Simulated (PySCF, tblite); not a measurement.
# C₆H₈NOSi radical: geometry, infrared bands and EPR parameters

Aim: predict the infrared bands and EPR parameters of C₆H₈NOSi radical (`[H]/N=C\c1[c]cc([SiH2]C)o1`).

Programs: tblite 0.8.0 and PySCF 2.14.0, with density-fitted response routines of our own. Each step states its level of theory. These are calculated values for one molecule in the gas phase, unless marked as measured. Atoms count from 0, in the outputs and in this text.

## (1) Starting geometry

17 atoms, charge 0, multiplicity 2; geometry from: force field or distance geometry start.

Bonds of the start (Å): C0–Si1 1.85, Si1–C2 1.87, C2–C3 1.37, C3–C4 1.39, C4–C5 1.41, C5–C6 1.46, C6–N7 1.31, C5–O8 1.30, O8–C2 1.31, C0–H9 1.12, C0–H10 1.12, C0–H11 1.11, Si1–H12 1.46, Si1–H13 1.49, C3–H14 1.09, C6–H15 1.08, N7–H16 1.04.

## (2) Relaxing the molecule with GFN2-xTB

What the job is given:

```
{"job": {"kind": "relax", "xc": "GFN2-xTB", "basis": "xTB"}, "charge": 0, "multiplicity": 2}
C     -2.955300     0.457100    -0.543000
Si    -1.888800    -0.995200    -0.109400
C     -0.130900    -0.477700     0.247400
C      0.203200     0.202200     1.392400
C      1.575400     0.412500     1.304700
C      1.979900    -0.137600     0.075800
C      3.370000    -0.095800    -0.383100
N      3.879100     1.083500    -0.624800
O      0.930500    -0.651500    -0.499200
H     -2.642700     1.398300    -0.027800
H     -4.035000     0.295000    -0.309500
H     -2.814300     0.629300    -1.634900
H     -1.828100    -1.933600    -1.224100
H     -2.500900    -1.639100     1.090400
H     -0.418500     0.512100     2.235300
H      3.936000    -1.009500    -0.489100
H      3.333400     1.961900    -0.511000
```

The run is started by

```bash
$ OMP_NUM_THREADS=1 python probes_run.py task.json out
```

One launch serves the whole session: the jobs run in the order shown.

**Question.** This job is followed by: GFN2-xTB harmonic vibrations, gas phase; UKS B3LYP, pcH-1 on C H N O Si, non-relativistic, mean-field spin-orbit, GIAO. What will the session give for the following? strongest single infrared mode (GFN2-xTB); zero-point energy (GFN2-xTB); g(iso) (B3LYP); ⟨S²⟩; largest a(iso) (averaged by class); surface potential, 1st and 99th percentile.

The runs gave:

| quantity | value |
| --- | --- |
| strongest single infrared mode (GFN2-xTB) | 2234 cm⁻¹, 320 km/mol |
| zero-point energy (GFN2-xTB) | 75.1 kcal/mol |
| g(iso) (B3LYP) | 2.00211 |
| ⟨S²⟩ | 0.759 (exact 0.75) |
| largest a(iso) (averaged by class) | 13C on C4, 501.6 MHz |
| surface potential, 1st and 99th percentile | -1.87 V and 1.41 V |

In words: The optimisation took 104 steps and gained 0.923 eV; among the close pairs (by a distance rule), C5–O8 changed most, from 1.302 to 1.361 Å. The lowest mode is slightly imaginary (20i cm⁻¹), a soft motion within the noise of the Hessian, so the minimum is not strictly shown. The strongest single mode, at 2234 cm⁻¹, moves mainly H13. Unscaled tight-binding wavenumbers are off by several per cent, some by more. Its intensities can rank the bands wrongly. Most of the unpaired spin sits on C4 (1.02 e). The isotropic g lies 0.2 ppt below the free-electron value.
